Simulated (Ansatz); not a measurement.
# CH4O2Si: basis-set convergence

Aim: see how fast density functionals converge with the basis set for CH4O2Si.

The runs use Ansatz 0.2.0, Gaussian basis; one geometry, several basis sets.

Plan: PBE0-D4/def2-SVP; ωB97M-V/def2-SVP; PBE0-D4/def2-QZVPP; ωB97M-V/def2-QZVPP; the functionals' def2-TZVPP values are taken from earlier runs.

## Step 1: The relaxed structure

The geometry comes from an earlier relaxation with PBE0-D4 in a triple-zeta def2 set; it is a stationary point, not always the lowest conformer.

SMILES `O=CO[SiH3]`, 8 atoms, charge 0, spin multiplicity 1.

Atoms are counted from 1 here; the program's logs count them from 0.

Bond lengths: O1–C2 1.198 Å, C2–O3 1.330 Å, C2–H5 1.099 Å, O3–Si4 1.698 Å, Si4–H6 1.479 Å, Si4–H7 1.479 Å, Si4–H8 1.479 Å. Angles: O1–C2–O3 124.3°, O1–C2–H5 124.4°, O3–C2–H5 111.4°, C2–O3–Si4 117.6°, O3–Si4–H6 102.8°, O3–Si4–H7 110.2°, O3–Si4–H8 110.2°, H6–Si4–H7 110.9°, H6–Si4–H8 110.9°, H7–Si4–H8 111.7°.

Geometry (Å):

```xyz
8

O     1.3370   -0.2364    1.2782
C     1.4406    0.3086    0.2168
O     0.4475    0.4379   -0.6587
Si   -1.0633   -0.2141   -0.2382
H     2.3674    0.7654   -0.1582
H    -1.8981    0.1085   -1.4157
H    -0.9538   -1.6775   -0.0553
H    -1.5853    0.4506    0.9754
```

## Step 2: PBE0-D4 in def2-SVP

Input file in.yaml:

```yaml
crystal:
  periodic: [false, false, false]
  atoms:
    - {symbol: O, position_ang: [1.337047, -0.236372, 1.278216]}
    - {symbol: C, position_ang: [1.440633, 0.308581, 0.216820]}
    - {symbol: O, position_ang: [0.447523, 0.437913, -0.658683]}
    - {symbol: Si, position_ang: [-1.063326, -0.214129, -0.238184]}
    - {symbol: H, position_ang: [2.367431, 0.765393, -0.158201]}
    - {symbol: H, position_ang: [-1.898063, 0.108479, -1.415721]}
    - {symbol: H, position_ang: [-0.953771, -1.677537, -0.055332]}
    - {symbol: H, position_ang: [-1.585276, 0.450570, 0.975384]}
basis:
  gaussian: {orbitals: def2-SVP}
hamiltonian: {xc: pbe0, dispersion: d4}
output: {orbitals: {seedname: orbitals}}
```

Command:

```bash
ansatz run in.yaml --threads 2 --pin off --events-out ev --progress --plain --max-ram 4352MiB
```

Standard output:

```text
Functional definition: PBE0
  name "PBE0"
  cite "Adamo & Barone, J. Chem. Phys. 110, 6158 (1999) doi:10.1063/1.478522"
  cite "Perdew, Burke & Ernzerhof, Phys. Rev. Lett. 77, 3865 (1996) doi:10.1103/PhysRevLett.77.3865"
  parent pbe
  parameter a = 0.25
  parameter kappa = 0.804
  parameter beta = 0.06672455060314922
  exchange = (1 - a)*pbe_x(kappa = kappa, mu = beta*pi^2/3) + a*exact_x
  correlation = pbe_c(beta = beta)
872 factors; their error is unknown
mean field evaluation 1: about -13055.6048 eV, gradient 4.5e1 eV
mean field evaluation 2: about -13050.5969 eV, gradient 6.9e1 eV
mean field evaluation 4: about -13059.1062 eV, gradient 4.4e0 eV
mean field evaluation 8: about -13059.1418 eV, gradient 2.9e-2 eV
mean field evaluation 16: about -13059.2004 eV, gradient 1.7e-5 eV
mean field -13059.20041393 eV, -479.9167633679 hartree, gradient 1.7e-5 eV, S^2 0.000000; 0 other end points of the search recorded, 0 dependent functions left out
reference -13059.20043609 eV, -479.9167641823 hartree; 20, 20 occupied and 60, 60 virtual orbitals, 872 factors
Total energy: -13059.31445243 eV, -479.9209542055 hartree
```

It took 0.85 s on 2 threads of Arm Neoverse V2, shared host.

## Step 3: ωB97M-V in def2-SVP

Changes to in.yaml since step 2:

```diff
@@ -13,3 +13,3 @@
   gaussian: {orbitals: def2-SVP}
-hamiltonian: {xc: pbe0, dispersion: d4}
+hamiltonian: {xc: {name: wB97M-V}}
 output: {orbitals: {seedname: orbitals}}
```

Launched as before.

Standard output, shortened:

```text
Functional definition: wB97M-V
  name "wB97M-V"
  cite "Mardirossian & Head-Gordon, J. Chem. Phys. 144, 214110 (2016) doi:10.1063/1.4952647"
  cite "Becke, J. Chem. Phys. 107, 8554 (1997) doi:10.1063/1.475007"
  cite "Vydrov & Van Voorhis, J. Chem. Phys. 133, 244103 (2010) doi:10.1063/1.3521275"
  # Of w^i u^j: cxij and so on, Table III.
[...]
  gx(w, u) = 1 - cx + cx01*u + cx10*w
  gss(w, u) = css00 + css04*u^4 + css10*w + css20*w^2 + css43*w^4*u^3
  gos(w, u) = cos00 + cos10*w + (cos20 + cos21*u)*w^2 + (cos60 + cos61*u)*w^6
[...]
      + integral(e_c_pw_mod_opposite_spin*gos(b97_w_opposite, b97_u_opposite)) + vv10(b, c)
872 factors; their error is unknown
226 factors; integrals over basis functions are off by at most 9.1e-6 eV
[...]
mean field -13065.80916243 eV, -480.1596303956 hartree, gradient 8.6e-6 eV, S^2 0.000000; 0 other end points of the search recorded, 0 dependent functions left out
reference -13065.80919919 eV, -480.1596317466 hartree; 20, 20 occupied and 60, 60 virtual orbitals, 872 factors
Total energy: -13065.80919919 eV, -480.1596317466 hartree
```

It took 3.6 s on 2 threads of Arm Neoverse V2, shared host.

## Step 4: PBE0-D4 in def2-QZVPP

Changes to in.yaml since step 3:

```diff
@@ -12,4 +12,4 @@
 basis:
-  gaussian: {orbitals: def2-SVP}
-hamiltonian: {xc: {name: wB97M-V}}
+  gaussian: {orbitals: "def2-QZVPP.json"}
+hamiltonian: {xc: pbe0, dispersion: d4}
 output: {orbitals: {seedname: orbitals}}
```

The command is unchanged.

Standard output:

```text
Functional definition: PBE0
  name "PBE0"
  cite "Adamo & Barone, J. Chem. Phys. 110, 6158 (1999) doi:10.1063/1.478522"
  cite "Perdew, Burke & Ernzerhof, Phys. Rev. Lett. 77, 3865 (1996) doi:10.1103/PhysRevLett.77.3865"
  parent pbe
  parameter a = 0.25
  parameter kappa = 0.804
  parameter beta = 0.06672455060314922
  exchange = (1 - a)*pbe_x(kappa = kappa, mu = beta*pi^2/3) + a*exact_x
  correlation = pbe_c(beta = beta)
1160 factors; their error is unknown
mean field evaluation 1: about -13064.2476 eV, gradient 5.3e1 eV
mean field evaluation 2: about -13058.1510 eV, gradient 8.0e1 eV
mean field evaluation 4: about -13068.6547 eV, gradient 6.5e0 eV
mean field evaluation 8: about -13068.7215 eV, gradient 5.3e-2 eV
mean field -13068.73017969 eV, -480.2669758001 hartree, gradient 8.0e-5 eV, S^2 0.000000; 0 other end points of the search recorded, 0 dependent functions left out
reference -13068.73021547 eV, -480.2669771149 hartree; 20, 20 occupied and 341, 341 virtual orbitals, 1160 factors
Total energy: -13068.84423181 eV, -480.2711671381 hartree
```

It took 5.5 s on 2 threads of Arm Neoverse V2, shared host; peak memory 0.88 GiB.

## Step 5: ωB97M-V in def2-QZVPP

Changes to in.yaml since step 4:

```diff
@@ -13,3 +13,3 @@
   gaussian: {orbitals: "def2-QZVPP.json"}
-hamiltonian: {xc: pbe0, dispersion: d4}
+hamiltonian: {xc: {name: wB97M-V}}
 output: {orbitals: {seedname: orbitals}}
```

Launched as before.

Standard output, shortened:

```text
Functional definition: wB97M-V
  name "wB97M-V"
  cite "Mardirossian & Head-Gordon, J. Chem. Phys. 144, 214110 (2016) doi:10.1063/1.4952647"
  cite "Becke, J. Chem. Phys. 107, 8554 (1997) doi:10.1063/1.475007"
  cite "Vydrov & Van Voorhis, J. Chem. Phys. 133, 244103 (2010) doi:10.1063/1.3521275"
  # Of w^i u^j: cxij and so on, Table III.
[...]
  gx(w, u) = 1 - cx + cx01*u + cx10*w
  gss(w, u) = css00 + css04*u^4 + css10*w + css20*w^2 + css43*w^4*u^3
  gos(w, u) = cos00 + cos10*w + (cos20 + cos21*u)*w^2 + (cos60 + cos61*u)*w^6
[...]
      + integral(e_c_pw_mod_opposite_spin*gos(b97_w_opposite, b97_u_opposite)) + vv10(b, c)
1140 factors; their error is unknown
287 factors; integrals over basis functions are off by at most 9.2e-6 eV
[...]
mean field -13075.49464934 eV, -480.5155654746 hartree, gradient 2.0e-5 eV, S^2 0.000000; 0 other end points of the search recorded, 0 dependent functions left out
reference -13075.49470834 eV, -480.5155676428 hartree; 20, 20 occupied and 341, 341 virtual orbitals, 1140 factors
Total energy: -13075.49470834 eV, -480.5155676428 hartree
```

It took 14 s on 2 threads of Arm Neoverse V2, shared host; peak memory 1.1 GiB.

## Step 6: Functionals by basis

The def2-TZVPP values come from earlier runs at the same geometry.

```csv
functional,basis,functions,energy (eV),from the largest (eV),HOMO (eV),LUMO (eV)
PBE0-D4,def2-SVP,80,-13059.3145,9.530,-8.50,-0.16
PBE0-D4,def2-TZVPP,191,-13068.2853,0.559,-8.63,-0.37
PBE0-D4,def2-QZVPP,361,-13068.8442,0.000,-8.66,-0.44
ωB97M-V,def2-SVP,80,-13065.8092,9.686,-10.94,2.23
ωB97M-V,def2-TZVPP,191,-13074.9740,0.521,-11.08,1.75
ωB97M-V,def2-QZVPP,361,-13075.4947,0.000,-11.12,1.34
```

## Step 7: What came out

| quantity | value |
| --- | --- |
| PBE0-D4: double and triple zeta above quadruple | 9.53, 0.56 eV |
| ωB97M-V: double and triple zeta above quadruple | 9.69, 0.52 eV |

What this shows: PBE0-D4 gains 8.97 eV from double to triple zeta, then 0.56 eV more. Total energies overstate the basis error of differences, where much of it tends to cancel. The LUMO of ωB97M-V is positive and keeps falling with the basis (2.23 to 1.34 eV): an unbound level that the basis holds in place.

For PBE0-D4 the largest set took about 6 times as long as the smallest (5.5 s against 0.85 s).
